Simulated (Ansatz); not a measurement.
# C2H7ClFNSZr: the cost of one run

Method: one geometry, several basis sets; program: Ansatz 0.2.0, Gaussian basis.

The runs, in order: PBE0-D4/def2-SVP; ωB97M-V/def2-SVP; PBE0-D4/def2-QZVPP; ωB97M-V/def2-QZVPP; the functionals' def2-TZVPP values are taken from earlier runs.

### Step 1. Structure used throughout

The geometry comes from an earlier relaxation with PBE0-D4 in a triple-zeta def2 set; it is a stationary point, not always the lowest conformer. Zr takes the def2 core potential; no spin-orbit term is included.

SMILES `C[N](C)[Zr]([F])([SH])[Cl]`, 14 atoms, charge 0, spin multiplicity 1.

Atoms are counted from 1 here; the program's logs count them from 0.

Bond lengths: C1–N2 1.444 Å, C1–H8 1.097 Å, C1–H9 1.097 Å, C1–H10 1.092 Å, N2–C3 1.448 Å, N2–Zr4 1.985 Å, C3–H11 1.097 Å, C3–H12 1.097 Å, C3–H13 1.095 Å, Zr4–F5 1.902 Å, Zr4–S6 2.448 Å, Zr4–Cl7 2.368 Å, S6–H14 1.348 Å. Angles: N2–C1–H8 110.9°, N2–C1–H9 111.1°, N2–C1–H10 110.8°, H8–C1–H9 107.9°, H8–C1–H10 108.0°, H9–C1–H10 108.0°, C1–N2–C3 113.9°, C1–N2–Zr4 128.0°, C3–N2–Zr4 118.0°, N2–C3–H11 111.0°, N2–C3–H12 111.2°, N2–C3–H13 111.0°, H11–C3–H12 108.5°, H11–C3–H13 107.5°, H12–C3–H13 107.5°, N2–Zr4–F5 109.4°, N2–Zr4–S6 100.5°, N2–Zr4–Cl7 110.7° and more.

### Step 2. PBE0-D4 in def2-SVP

in.yaml

```yaml
crystal:
  periodic: [false, false, false]
  atoms:
    - {symbol: C, position_ang: [0.236636, 0.372590, 1.791666]}
    - {symbol: N, position_ang: [0.288045, -0.005446, 0.399055]}
    - {symbol: C, position_ang: [1.039366, -1.217025, 0.146288]}
    - {symbol: Zr, position_ang: [-0.540413, 0.918176, -1.150460]}
    - {symbol: F, position_ang: [-1.167789, 2.628986, -0.605038]}
    - {symbol: S, position_ang: [-2.400518, -0.597548, -1.633260]}
    - {symbol: Cl, position_ang: [0.963262, 1.000854, -2.977360]}
    - {symbol: H, position_ang: [-0.235234, -0.413784, 2.393794]}
    - {symbol: H, position_ang: [1.244119, 0.544817, 2.191157]}
    - {symbol: H, position_ang: [-0.340436, 1.290830, 1.922577]}
    - {symbol: H, position_ang: [0.602710, -2.068387, 0.682233]}
    - {symbol: H, position_ang: [2.085347, -1.108433, 0.458616]}
    - {symbol: H, position_ang: [1.038275, -1.463760, -0.921044]}
    - {symbol: H, position_ang: [-2.813369, 0.118120, -2.698225]}
basis:
  gaussian: {orbitals: def2-SVP}
hamiltonian: {xc: pbe0, dispersion: d4}
output: {orbitals: {seedname: orbitals}}
```

On the command line:

```console
$ ansatz run in.yaml --threads 2 --pin off --events-out ev --progress --plain --max-ram 31744MiB --backend cpu
```

What time and memory should one allow on 2 threads of AMD EPYC 7R13, shared host?

About 4.3 s, with a peak of 0.59 GiB.
